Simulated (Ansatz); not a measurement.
# Re: squeezing one contact

One table from this session's results is given with a row withheld; the runs are named, their logs left out.

Program: Ansatz 0.2.0. Level of theory: DFT r²SCAN, with the methods named in each step. These are calculated values, not measurements.

4 further runs of the same task are left out: 4 that didn't finish.

## The starting structure

Symmetry: Fd-3m, No. 227, cubic system. Conventional cell: a = 5.308 Å, b = 5.308 Å, c = 5.308 Å, α = 90.00°, β = 90.00°, γ = 90.00°. Re (site symmetry -43m) has 4 Re at 2.30 Å as nearest neighbours.

As a file:

```
Re
1.0
     0.00000    2.65399    2.65399
     2.65399    0.00000    2.65399
     2.65399    2.65399    0.00000
Re
2
Direct
  0.87500 0.87500 0.87500
  0.12500 0.12500 0.12500
```

Atoms are numbered in the order of the input: Re1, Re2.

Set-up of the first run:

File input.yaml:

```yaml
crystal:
  lattice:
    - [0.0, 2.6539871154, 2.6539871154]
    - [2.6539871154, 0.0, 2.6539871154]
    - [2.6539871154, 2.6539871154, 0.0]
  atoms:
    - { symbol: Re, position: [-0.125, -0.125, -0.125] }
    - { symbol: Re, position: [0.125, 0.125, 0.125] }
kpoints:
  mp_grid: { grid: [10, 10, 10] }
scf:
  occupations: { method: fermi_dirac, width: 0.05 }
hamiltonian:
  xc: r2scan
  pseudopotentials: { kind: paw }
output:
  forces: true
  stress: true
  eigenvalues: true
  efg: { contact_densities: true }
  populations: true
```

Run with:

```console
> ansatz run input.yaml --threads 1 --pin off --max-ram 2048MiB --backend cpu --events-out ev --progress --plain --runs-dir out
```

Steps of the session up to this table: Shortest bond scaled by 1, PAW; Shortest bond scaled by 1.1, PAW; Shortest bond scaled by 0.82, PAW; Shortest bond scaled by 0.76, PAW; Shortest bond scaled by 0.58, PAW; Shortest bond scaled by 0.58, PAW (source ansatz).

One of the session's tables, all rows but one given; the rest of the session is left out.

```
             method  length (Å)  F from the given length (eV/cell)  force along the bond (eV/Å)  pressure (GPa)  largest force (eV/Å)
                PAW       1.333                             56.750                      293.190          578.42               293.190
                PAW       1.747                              6.752                       34.234          105.60                34.234
                PAW       1.885                              3.257                       18.447           69.64                18.447
                PAW       2.298                              0.000                        0.000           45.34                 0.000
                PAW       2.528                                  ?                            ?               ?                     ?
PAW (source ansatz)       1.333                                  –                      277.172          547.63               277.172
```

**Question.** Estimate the row for PAW, 2.528.

The run gave: F from the given length (eV/cell): 0.304; force along the bond (eV/Å): -2.176; pressure (GPa): 46.57; largest force (eV/Å): 2.176.

Caveats from the session: Warnings in the runs' records: gradients without spin orbit.
